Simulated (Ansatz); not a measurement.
**Molecular dynamics of K**

Input file:

```yaml
crystal:
  lattice:
    - [10.958833, 0.0, 0.0]
    - [0.0, 10.958833, 0.0]
    - [0.0, 0.0, 10.958833]
  atoms:
    - { symbol: K, position: [0.0, 0.0, 0.0] }
    - { symbol: K, position: [0.5, 0.0, 0.0] }
    - { symbol: K, position: [0.0, 0.5, 0.0] }
    - { symbol: K, position: [0.0, 0.0, 0.5] }
    - { symbol: K, position: [0.25, 0.25, 0.25] }
    - { symbol: K, position: [0.5, 0.5, 0.0] }
    - { symbol: K, position: [0.5, 0.0, 0.5] }
    - { symbol: K, position: [0.75, 0.25, 0.25] }
    - { symbol: K, position: [0.0, 0.5, 0.5] }
    - { symbol: K, position: [0.25, 0.75, 0.25] }
    - { symbol: K, position: [0.25, 0.25, 0.75] }
    - { symbol: K, position: [0.5, 0.5, 0.5] }
    - { symbol: K, position: [0.75, 0.75, 0.25] }
    - { symbol: K, position: [0.75, 0.25, 0.75] }
    - { symbol: K, position: [0.25, 0.75, 0.75] }
    - { symbol: K, position: [0.75, 0.75, 0.75] }
basis:
  ecutwfc: 420.0
kpoints:
  mp_grid: { grid: [1, 1, 1] }
hamiltonian:
  xc: pbe
  dispersion: d3bj
scf:
  occupations: { method: fermi_dirac, width: 0.1 }
  lower_state_search: "off"
md:
  timestep: 3.0
  n_steps: 200
  ensemble: nvt_langevin
  temperature: 900.0
  initial_velocities: maxwell_boltzmann
  seed: 476320
  friction: 0.02
```

Launched with:

```bash
$ ansatz run input.yaml --threads 2 --pin off --max-ram 5120MiB --backend cpu --events-out ev --progress --plain --runs-dir out
```

It starts from a structure without forces on its atoms.

Output, in part (step lines):

```
md step     0: t =     0.00 fs  T =   843.7 K  F+E_penalty+E_count = -24605.30951879 eV  E_kin = 1.745010 eV  (6 SCF iters)
md step     1: t =     3.00 fs  T =   994.7 K  F+E_penalty+E_count = -24605.30827086 eV  E_kin = 2.057179 eV  (6 SCF iters)
md step     2: t =     6.00 fs  T =   997.8 K  F+E_penalty+E_count = -24605.30423097 eV  E_kin = 2.063634 eV  (6 SCF iters)
md step     3: t =     9.00 fs  T =   801.8 K  F+E_penalty+E_count = -24605.29798474 eV  E_kin = 1.658230 eV  (6 SCF iters)
md step     4: t =    12.00 fs  T =   800.7 K  F+E_penalty+E_count = -24605.29037206 eV  E_kin = 1.656073 eV  (6 SCF iters)
md step     5: t =    15.00 fs  T =   690.6 K  F+E_penalty+E_count = -24605.28147771 eV  E_kin = 1.428180 eV  (5 SCF iters)
md step     6: t =    18.00 fs  T =   606.1 K  F+E_penalty+E_count = -24605.27251816 eV  E_kin = 1.253601 eV  (5 SCF iters)
md step     7: t =    21.00 fs  T =   642.3 K  F+E_penalty+E_count = -24605.26342326 eV  E_kin = 1.328453 eV  (5 SCF iters)
[... lines left out ...]
md step   199: t =   597.00 fs  T =  1171.2 K  F+E_penalty+E_count = -24604.00911516 eV  E_kin = 2.422263 eV  (5 SCF iters)
md step   200: t =   600.00 fs  T =  1221.2 K  F+E_penalty+E_count = -24603.96383787 eV  E_kin = 2.525720 eV  (6 SCF iters)
```

The steps, from the saved trajectory:

| time (fs) | T (K) | potential energy less start (eV) |
| --- | --- | --- |
| 0.0 | 844 | 0.000 |
| 18.0 | 606 | 0.037 |
| 36.0 | 639 | 0.113 |
| 54.0 | 805 | 0.205 |
| 72.0 | 769 | 0.338 |
| 90.0 | 709 | 0.456 |
| 108.0 | 803 | 0.537 |
| 126.0 | 824 | 0.639 |
| 144.0 | 879 | 0.779 |
| 162.0 | 683 | 0.939 |
| 180.0 | 967 | 1.041 |
| 198.0 | 818 | 1.115 |
| 216.0 | 936 | 1.082 |
| 234.0 | 964 | 1.019 |
| 252.0 | 1084 | 0.994 |
| 270.0 | 1071 | 1.078 |
| 288.0 | 881 | 1.324 |
| 306.0 | 821 | 1.543 |
| 324.0 | 947 | 1.598 |
| 342.0 | 1029 | 1.578 |
| 360.0 | 748 | 1.584 |
| 378.0 | 742 | 1.555 |
| 396.0 | 543 | 1.514 |
| 414.0 | 828 | 1.462 |
| 432.0 | 1206 | 1.417 |
| 450.0 | 1136 | 1.451 |
| 468.0 | 756 | 1.598 |
| 486.0 | 1089 | 1.595 |
| 504.0 | 942 | 1.491 |
| 522.0 | 1172 | 1.277 |
| 540.0 | 1243 | 1.119 |
| 558.0 | 968 | 1.083 |
| 576.0 | 974 | 1.113 |
| 594.0 | 1231 | 1.257 |

All steps were run. A run of 0.6 ps of so small a system gives no equilibrium averages. Limits of this set-up: coarse k mesh.

Mean squared displacements from the first frame to the last, about the centre of mass: K 0.75 Å².

Last frame:

```xyz
16
Lattice="10.9588 0.0000 0.0000 0.0000 10.9588 0.0000 0.0000 0.0000 10.9588" Properties=species:S:1:pos:R:3
K 0.292 1.200 -0.829
K 5.673 -0.491 0.377
K 0.840 5.872 -0.573
K 0.517 -0.247 4.374
K 3.253 2.554 2.604
K 6.062 4.816 -0.127
K 6.750 0.395 5.316
K 8.712 3.933 2.856
K 1.768 5.694 5.823
K 3.171 8.563 2.502
K 2.923 2.235 7.773
K 6.346 5.804 5.582
K 8.369 8.451 2.537
K 9.336 3.258 6.884
K 3.816 9.490 7.646
K 9.149 8.461 7.694
```

Time of the run: 12 min on 2 threads of Arm Neoverse V1, on a shared host, peak memory 0.83 GiB.
